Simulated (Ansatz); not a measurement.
# C11H14HfO: how energies converge with the basis set

Aim: see how fast density functionals converge with the basis set for C11H14HfO.

Method: one geometry, several basis sets; program: Ansatz 0.2.0, Gaussian basis.

Plan: PBE0-D4/def2-SVP; ωB97M-V/def2-SVP; PBE0-D4/def2-QZVPP; ωB97M-V/def2-QZVPP; the functionals' def2-TZVPP values are taken from earlier runs.

1 further run of the same task is left out (for a known fault of the program). Runs told in other sessions of the task aren't counted.

### Step 1. The geometry

All runs share one geometry, relaxed beforehand with PBE0-D4 in a triple-zeta def2 set. Hf takes the def2 core potential; no spin-orbit term is included.

SMILES `C[O][HfH]12345678([C@H]9[C@@H]1[C@@H]2[C@@H]3[C@H]94)[C@H]1[C@@H]5[C@@H]6[C@@H]7[C@H]18`, 27 atoms, charge 0, spin multiplicity 1.

Atoms are counted from 1 here; the program's logs count them from 0.

Bond lengths: C1–O2 1.381 Å, C1–H14 1.097 Å, C1–H15 1.100 Å, C1–H16 1.096 Å, O2–Hf3 1.939 Å, Hf3–C4 2.501 Å, Hf3–C5 2.521 Å, Hf3–C6 2.536 Å, Hf3–C7 2.537 Å, Hf3–C8 2.528 Å, Hf3–C9 2.557 Å, Hf3–C10 2.544 Å, Hf3–C11 2.521 Å, Hf3–C12 2.513 Å, Hf3–C13 2.531 Å, Hf3–H17 1.844 Å, C4–C5 1.416 Å, C4–C8 1.412 Å and more. Angles: O2–C1–H14 110.9°, O2–C1–H15 111.9°, O2–C1–H16 110.5°, H14–C1–H15 107.9°, H14–C1–H16 107.7°, H15–C1–H16 107.7°, C1–O2–Hf3 155.3°, O2–Hf3–C4 112.6°, O2–Hf3–C5 137.6°, O2–Hf3–C6 118.2°, O2–Hf3–C7 87.7°, O2–Hf3–C8 84.5°, O2–Hf3–C9 138.5°, O2–Hf3–C10 114.2°, O2–Hf3–C11 85.9°, O2–Hf3–C12 88.4°, O2–Hf3–C13 119.0°, O2–Hf3–H17 99.1° and more.

### Step 2. PBE0-D4 in def2-SVP

in.yaml reads:

```yaml
crystal:
  periodic: [false, false, false]
  atoms:
    - {symbol: C, position_ang: [-1.429457, -2.567733, 1.324707]}
    - {symbol: O, position_ang: [-0.467465, -1.677592, 0.889959]}
    - {symbol: Hf, position_ang: [0.196481, 0.034667, 0.269345]}
    - {symbol: C, position_ang: [-1.437194, 1.223277, -1.205131]}
    - {symbol: C, position_ang: [-0.762895, 2.239499, -0.486516]}
    - {symbol: C, position_ang: [-1.114893, 2.120312, 0.871510]}
    - {symbol: C, position_ang: [-2.017915, 1.039720, 0.993369]}
    - {symbol: C, position_ang: [-2.225628, 0.496244, -0.286819]}
    - {symbol: C, position_ang: [2.237512, 0.966417, -0.957004]}
    - {symbol: C, position_ang: [2.730725, 0.170801, 0.098605]}
    - {symbol: C, position_ang: [2.369317, -1.168681, -0.161285]}
    - {symbol: C, position_ang: [1.646144, -1.200604, -1.370018]}
    - {symbol: C, position_ang: [1.560406, 0.121622, -1.861401]}
    - {symbol: H, position_ang: [-1.489715, -3.436930, 0.657413]}
    - {symbol: H, position_ang: [-2.426226, -2.105189, 1.367618]}
    - {symbol: H, position_ang: [-1.188187, -2.934079, 2.329452]}
    - {symbol: H, position_ang: [0.853119, 0.687306, 1.864449]}
    - {symbol: H, position_ang: [-1.396108, 1.061402, -2.271784]}
    - {symbol: H, position_ang: [-0.094699, 2.975682, -0.907113]}
    - {symbol: H, position_ang: [-0.758827, 2.740339, 1.678535]}
    - {symbol: H, position_ang: [-2.444810, 0.675132, 1.916068]}
    - {symbol: H, position_ang: [-2.849849, -0.353213, -0.523638]}
    - {symbol: H, position_ang: [2.350756, 2.036377, -1.048148]}
    - {symbol: H, position_ang: [3.289076, 0.523120, 0.950957]}
    - {symbol: H, position_ang: [2.568174, -2.014751, 0.478996]}
    - {symbol: H, position_ang: [1.218128, -2.078982, -1.830719]}
    - {symbol: H, position_ang: [1.084031, 0.425828, -2.781388]}
basis:
  gaussian: {orbitals: def2-SVP}
hamiltonian: {xc: pbe0, dispersion: d4}
output: {orbitals: {seedname: orbitals}}
```

Command:

```sh
$ ansatz run in.yaml --threads 11 --pin off --events-out ev --progress --plain --max-ram 174080MiB --backend cpu
```

The runs that follow: ωB97M-V in def2-SVP; PBE0-D4 in def2-QZVPP; ωB97M-V in def2-QZVPP.

Q: Predict the results of all the runs planned. Wanted: PBE0-D4: double and triple zeta above quadruple; ωB97M-V: double and triple zeta above quadruple.

The runs gave:

| quantity | value |
| --- | --- |
| PBE0-D4: double and triple zeta above quadruple | 15.93, 0.75 eV |
| ωB97M-V: double and triple zeta above quadruple | 16.58, 0.70 eV |

For PBE0-D4 the step from double to triple zeta gains 15.18 eV and the next only 0.75 eV. These are total energies; as a rule much of such shifts cancels in differences, which this series doesn't test.
